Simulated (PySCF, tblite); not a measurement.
# WOF4: geometry, vibrations, single-point energies

Aim: compute the geometry, vibrations, single-point energies of WOF4 (`[O]=[W]([F])([F])([F])[F]`).

Programs: tblite 0.8.0 and PySCF 2.14.0, with routines of our own; each step states its level. All values are computed. Atoms count from 0.

6 further runs of the same task are left out: 6 for a known fault of the program.

### Step 1. The system as given

6 atoms, charge 0, multiplicity 1; geometry from: start built from the parent or by distance geometry.

### Step 2. Relaxing the molecule with GFN2-xTB

Job settings and geometry (Å):

```
{"job": {"kind": "relax", "xc": "GFN2-xTB", "basis": "xTB"}, "charge": 0, "multiplicity": 1}
W      0.017200    -0.005800     0.130700
O     -0.007000     0.002100     1.784500
F      1.762400     0.003400    -0.486500
F     -0.016300     1.762900    -0.498800
F     -1.748400    -0.014300    -0.471900
F     -0.001500    -1.744300    -0.501200
```

On the command line:

```sh
> OMP_NUM_THREADS=1 python redox_run.py task.json out
```

The driver reads the jobs from task.json and runs them one after another.

Log:

```text
step      E/eV     max force
  0    -700.65889    0.955
  1    -700.66790    0.402
  2    -700.66993    0.173
  3    -700.67113    0.079
  4    -700.67155    0.074
  5    -700.67217    0.089
  6    -700.67251    0.060
  7    -700.67263    0.026
  8    -700.67266    0.020
  9    -700.67268    0.015
 10    -700.67270    0.011
 11    -700.67270    0.008
```

It took 0.1 s on 1 thread of Intel Xeon Platinum 8259CL at 2.50GHz, shared host.

Relaxation path:

```
step  energy from step 0 (eV)  largest force (eV/Å)
   0                   0.0000                0.9550
   1                  -0.0090                0.4019
   2                  -0.0110                0.1726
   3                  -0.0122                0.0792
   4                  -0.0127                0.0740
   5                  -0.0133                0.0887
   6                  -0.0136                0.0598
   7                  -0.0137                0.0260
   8                  -0.0138                0.0201
   9                  -0.0138                0.0150
  10                  -0.0138                0.0114
  11                  -0.0138                0.0083
```

Distances of close pairs at the start and the end, largest changes first:

```
 bond  before (Å)  after (Å)  change (Å)
W0–F3       1.878      1.853      -0.024
W0–O1       1.654      1.672      +0.018
W0–F4       1.866      1.854      -0.012
W0–F5       1.850      1.853      +0.004
W0–F2       1.851      1.854      +0.003
```

The end geometry stands in the next job.

### Step 3. Infrared spectrum with GFN2-xTB

Job settings and geometry (Å):

```
{"job": {"kind": "ir", "xc": "GFN2-xTB", "basis": "xTB"}, "charge": 0, "multiplicity": 1}
W      0.001185     0.000452     0.127580
O      0.003670     0.000569     1.799341
F      1.749456     0.008612    -0.488663
F     -0.007468     1.744988    -0.498217
F     -1.749306    -0.007445    -0.482502
F      0.008718    -1.743194    -0.500688
```

Log:

```text
mode    cm-1     km/mol
  1      99.5      0.00
  2     214.5     44.39
  3     226.3     88.28
  4     227.2     94.04
  5     231.5     22.42
  6     234.1     17.49
  7     314.6      0.00
  8     382.2      0.00
  9     429.3    101.44
 10     429.7    101.24
 11     444.5     20.20
 12     883.5     80.43
ZPE 24.625  H(298)-E 47.550  G(298)-E -58.742 kJ/mol  S 356.50 J/(mol K)
```

Run time: 0.27 s. Hardware: 1 thread of Intel Xeon Platinum 8259CL at 2.50GHz, shared host.

The strongest bands and the atoms that carry them (share of the mass-weighted mode):

```
cm⁻¹  km/mol                               atoms
 214    44.4  W0 22 %, F2 19 %, F4 19 %, F5 19 %
 226    88.3  O1 53 %, W0 17 %, F4 10 %, F2 10 %
 227    94.0  O1 50 %, W0 18 %, F5 12 %, F3 12 %
 232    22.4  F4 30 %, F2 29 %, O1 15 %, F3 12 %
 429   101.4           F4 44 %, F2 43 %, W0 13 %
 430   101.2           F3 43 %, F5 43 %, W0 13 %
 444    20.2  F2 25 %, F5 24 %, F3 24 %, F4 24 %
 884    80.4                             O1 92 %
```

### Step 4. Optimising the geometry at PBE-D3(BJ)/def2-SVP

Settings changed since step 3:

```diff
@@ -1,2 +1,2 @@
-{"job": {"kind": "ir", "xc": "GFN2-xTB", "basis": "xTB"}, "charge": 0, "multiplicity": 1}
+{"job": {"xc": "PBE", "basis": "def2-SVP", "d3": "d3bj", "grid": 1, "kind": "geom"}, "charge": 0, "multiplicity": 1}
 W      0.001185     0.000452     0.127580
```

Log:

```text
step   0  E = -541.19497944  max force = 0.054268
step   1  E = -541.19952618  max force = 0.027971
step   2  E = -541.20147025  max force = 0.021811
step   3  E = -541.20182426  max force = 0.013007
step   4  E = -541.20197406  max force = 0.001166
step   5  E = -541.20197629  max force = 0.000108
optimisation converged
```

Run time: 67 s. Hardware: 1 thread of Intel Xeon Platinum 8259CL at 2.50GHz, shared host; peak memory 0.37 GiB.

Step by step:

```
step  energy from step 0 (eV)  largest force component (eV/Å)
   0                   0.0000                          2.7906
   1                  -0.1237                          1.4383
   2                  -0.1766                          1.1216
   3                  -0.1863                          0.6688
   4                  -0.1903                          0.0600
   5                  -0.1904                          0.0056
```

Close pairs (by a distance rule), those that changed most:

```
 bond  before (Å)  after (Å)  change (Å)
W0–O1       1.672      1.695      +0.023
W0–F5       1.853      1.872      +0.018
W0–F3       1.853      1.872      +0.018
W0–F2       1.854      1.872      +0.018
W0–F4       1.854      1.872      +0.018
```

The end geometry stands in the next job.

```
                         at the end point                value
  point group (found at 0.08 Å tolerance)                  C4v
rotational constants (GHz, main isotopes)  2.694, 2.694, 2.034
                        dipole moment (D)                 0.46
```

### Step 5. Single point (WOF4): PBE0-D3(BJ)/ma-def2-SVP

Geometry: PBE-D3(BJ)/def2-SVP.

Job settings and geometry (Å):

```
{"job": {"kind": "sp", "xc": "PBE0", "basis": "ma-def2-SVP", "d3": "d3bj", "grid": 2}, "charge": 0, "multiplicity": 1}
W      0.000772     0.001260     0.033358
O      0.003293     0.000993     1.728525
F      1.808377     0.001541    -0.452144
F     -0.000370     1.809415    -0.449724
F     -1.808460     0.000898    -0.446205
F      0.000275    -1.806998    -0.450015
```

Log:

```text
coarse grid: 35320 points
cycle   1  E = -540.6169940094  dE = -1.218e+01  |g| = 1.619e+00  |ddm| = 7.761e+00
cycle   2  E = -535.3590719827  dE =  5.258e+00  |g| = 5.130e+00  |ddm| = 5.140e+00
cycle   3  E = -540.9481750036  dE = -5.589e+00  |g| = 9.374e-01  |ddm| = 4.374e+00
cycle   4  E = -541.0891620086  dE = -1.410e-01  |g| = 3.942e-01  |ddm| = 8.901e-01
cycle   5  E = -541.1174809863  dE = -2.832e-02  |g| = 7.636e-02  |ddm| = 3.168e-01
cycle   6  E = -541.1186734257  dE = -1.192e-03  |g| = 2.664e-02  |ddm| = 8.794e-02
cycle   7  E = -541.1188138016  dE = -1.404e-04  |g| = 4.814e-03  |ddm| = 1.691e-02
cycle   8  E = -541.1188181931  dE = -4.391e-06  |g| = 4.305e-04  |ddm| = 3.402e-03
final grid: 73216 points
cycle   9  E = -541.1187372150  dE = -1.157e-07  |g| = 5.202e-04  |ddm| = 1.392e-03
cycle  10  E = -541.1187371109  dE =  1.042e-07  |g| = 9.262e-04  |ddm| = 9.318e-04
cycle  11  E = -541.1187372548  dE = -1.439e-07  |g| = 1.686e-04  |ddm| = 6.583e-04
cycle  12  E = -541.1187372576  dE = -2.834e-09  |g| = 1.161e-04  |ddm| = 1.865e-04
cycle  13  E = -541.1187372601  dE = -2.559e-09  |g| = 1.199e-05  |ddm| = 8.427e-05
converged SCF energy = -541.1187372601
```

It took 7.7 s on 1 thread of Intel Xeon Platinum 8259CL at 2.50GHz, shared host; peak memory 0.54 GiB.

### Step 6. Single point (WOF₄+ (doublet)): PBE0-D3(BJ)/ma-def2-SVP

Geometry: PBE-D3(BJ)/def2-SVP, that of another charge or spin state.

Job settings and geometry (Å):

```
{"job": {"kind": "sp", "xc": "PBE0", "basis": "ma-def2-SVP", "d3": "d3bj", "grid": 2}, "charge": 1, "multiplicity": 2}
W      0.000772     0.001260     0.033358
O      0.003293     0.000993     1.728525
F      1.808377     0.001541    -0.452144
F     -0.000370     1.809415    -0.449724
F     -1.808460     0.000898    -0.446205
F      0.000275    -1.806998    -0.450015
```

Log:

```text
final grid: 73216 points
cycle   1  E = -540.6013738789  dE =  1.081e-08  |g| = 2.037e-04  |ddm| = 2.203e-04
cycle   2  E = -540.6013738049  dE =  7.398e-08  |g| = 4.941e-04  |ddm| = 4.977e-04
cycle   3  E = -540.6013738946  dE = -8.971e-08  |g| = 1.853e-05  |ddm| = 3.532e-04
cycle   4  E = -540.6013738948  dE = -1.676e-10  |g| = 7.389e-06  |ddm| = 1.759e-05
converged SCF energy = -540.6013738948
```

It took 2.8 min on 1 thread of Intel Xeon Platinum 8259CL at 2.50GHz, shared host; peak memory 0.57 GiB.

### Step 7. Geometry optimisation with GFN2-xTB

This step treats WOF₄+ (doublet).

Job settings and geometry (Å):

```
{"job": {"kind": "relax", "xc": "GFN2-xTB", "basis": "xTB"}, "charge": 1, "multiplicity": 2}
W      0.017000    -0.004900     0.028100
O     -0.007400     0.009600     1.705500
F      1.825800    -0.006100    -0.449000
F     -0.002900     1.824000    -0.470300
F     -1.811700    -0.002900    -0.434900
F     -0.010700    -1.808700    -0.458800
```

Log:

```text
step      E/eV     max force
  0    -682.86605    1.970
  1    -682.93924    0.595
  2    -682.96445    0.470
  3    -682.99290    0.821
  4    -683.00762    0.843
  5    -683.02591    0.515
  6    -683.03466    0.346
  7    -683.03918    0.377
  8    -683.04380    0.216
  9    -683.04484    0.081
 10    -683.04500    0.022
 11    -683.04501    0.011
 12    -683.04502    0.006
```

Run time: 0.11 s. Hardware: 1 thread of Intel Xeon Platinum 8259CL at 2.50GHz, shared host.

Along the way:

```
step  energy from step 0 (eV)  largest force (eV/Å)
   0                   0.0000                1.9701
   1                  -0.0732                0.5950
   2                  -0.0984                0.4696
   3                  -0.1268                0.8207
   4                  -0.1416                0.8433
   5                  -0.1599                0.5154
   6                  -0.1686                0.3461
   7                  -0.1731                0.3771
   8                  -0.1778                0.2161
   9                  -0.1788                0.0812
  10                  -0.1789                0.0223
  11                  -0.1790                0.0114
  12                  -0.1790                0.0062
```

Close pairs (by a distance rule), those that changed most:

```
 bond  before (Å)  after (Å)  change (Å)
W0–O1       1.678      1.753      +0.075
W0–F3       1.896      1.832      -0.063
W0–F4       1.886      1.833      -0.053
W0–F2       1.871      1.833      -0.037
W0–F5       1.869      1.832      -0.036
```

The next job starts from the end point, and lists it.

### Step 8. Infrared spectrum with GFN2-xTB

Job settings and geometry (Å):

```
{"job": {"kind": "ir", "xc": "GFN2-xTB", "basis": "xTB"}, "charge": 1, "multiplicity": 2}
W      0.002225     0.002214     0.082084
O      0.002252     0.009157     1.834674
F      1.743842    -0.003225    -0.490502
F      0.003877     1.734425    -0.515507
F     -1.740935     0.002374    -0.485843
F     -0.001129    -1.733856    -0.504261
```

Log:

```text
mode    cm-1     km/mol
  1      12.8      0.00
  2     162.7     13.93
  3     164.8     17.98
  4     179.6     10.23
  5     179.9      6.60
  6     181.2     24.04
  7     298.6      0.00
  8     320.7      0.02
  9     415.2      0.08
 10     416.5      0.09
 11     448.7      0.00
 12     599.6      2.61
ZPE 20.219  H(298)-E 45.263  G(298)-E -68.812 kJ/mol  S 382.61 J/(mol K)
```

Run time: 0.32 s. Hardware: 1 thread of Intel Xeon Platinum 8259CL at 2.50GHz, shared host.

The strongest bands and the atoms that carry them (share of the mass-weighted mode):

```
cm⁻¹  km/mol                               atoms
 163    13.9           F4 35 %, F2 35 %, W0 22 %
 165    18.0  F3 31 %, F5 31 %, W0 24 %, O1 14 %
 180    10.2           O1 60 %, F5 17 %, F3 15 %
 180     6.6           O1 52 %, F2 18 %, F4 17 %
 181    24.0  W0 24 %, F3 20 %, F4 19 %, F5 18 %
 415     0.1                    F2 43 %, F4 42 %
 416     0.1                    F3 43 %, F5 42 %
 600     2.6                             O1 92 %
```

(Part 1 of 2 ends here.)
